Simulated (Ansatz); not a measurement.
# Reference phase of F2, 2 atoms

Wanted: energy, pressure and frontier levels of the defect-free cell (PBEsol, HSE06 and r²SCAN).

Method: density functional theory in Ansatz 0.2.0, PAW datasets, plane waves.

## Step 1: Starting point

2 atoms (2 F); a = 11.000 Å, b = 11.500 Å, c = 12.000 Å, α = 90.00°, β = 90.00°, γ = 90.00°.

The runs, in order: (2) PBEsol relaxation at the Γ point alone, on 1 × NVIDIA GB300 with 8 threads of Arm Neoverse-V2; (3) PBEsol single point at the Γ point alone, on 1 × NVIDIA GB300 with 8 threads of Arm Neoverse-V2; (4) HSE06 single point at the Γ point alone, on 1 × NVIDIA GB300 with 8 threads of Arm Neoverse-V2; (5) r²SCAN single point at the Γ point alone, on 1 × NVIDIA GB300 with 8 threads of Arm Neoverse-V2.

As a file:

```
CELL_PARAMETERS angstrom
11.00000 0.00000 0.00000
0.00000 11.50000 0.00000
0.00000 0.00000 12.00000
ATOMIC_POSITIONS crystal
F 0.50000 0.50000 0.44125
F 0.50000 0.50000 0.55875
```

## Step 2: Relaxing the atoms with PBEsol

in.yaml reads:

```yaml
crystal:
  lattice:
    - [11.000000, 0.000000, 0.000000]
    - [0.000000, 11.500000, 0.000000]
    - [0.000000, 0.000000, 12.000000]
  atoms:
    - { symbol: F, position: [0.500000, 0.500000, 0.441250] }
    - { symbol: F, position: [0.500000, 0.500000, 0.558750] }
kpoints:
  mp_grid: { grid: [1, 1, 1] }
hamiltonian:
  xc: pbesol
scf:
  occupations: { method: fermi_dirac, width: 0.01 }
relax:
  f_tol: 0.01
  max_steps: 80
  escape_saddle: false
  adjacent_minimum: "off"
output:
  forces: true
  eigenvalues: true
  populations: true
```

The runs that follow: PBEsol single point; HSE06 on the same atoms; r²SCAN on the same atoms.

Before running it: what results should come out? Wanted: for each run, top filled to lowest empty; energy; pressure.

**Answer**, as computed:

```
             level         time  top filled to lowest empty (eV)  energy (eV/atom)  pressure (GPa)
PBEsol, relaxation  2.7 s (GPU)                             3.73         -797.6434               -
            PBEsol  2.5 s (GPU)                             3.73         -797.6434            0.00
             HSE06  4.6 s (GPU)                             7.16         -805.2449               -
            r²SCAN  2.9 s (GPU)                             4.73         -806.8557               -
```

```
     quantity                             value
   relaxation  4 recorded steps, 0.00 eV gained
largest shift      0.01 Å (F1 and others alike)
```

**Reading.** Relaxation gains 0.00 eV, with shifts up to 0.01 Å (F1 and others alike). At the same k points, PBEsol gives a spacing 3.43 eV smaller and PBEsol gives a spacing 3.43 eV smaller and r²SCAN gives a spacing 2.42 eV smaller than the 7.16 eV of HSE06. The HSE06 single point took about 1.8 times as long as the PBEsol one on the same kind of device. With one k point the spacing samples only the states that fold onto it, so it can exceed the gap over the zone.
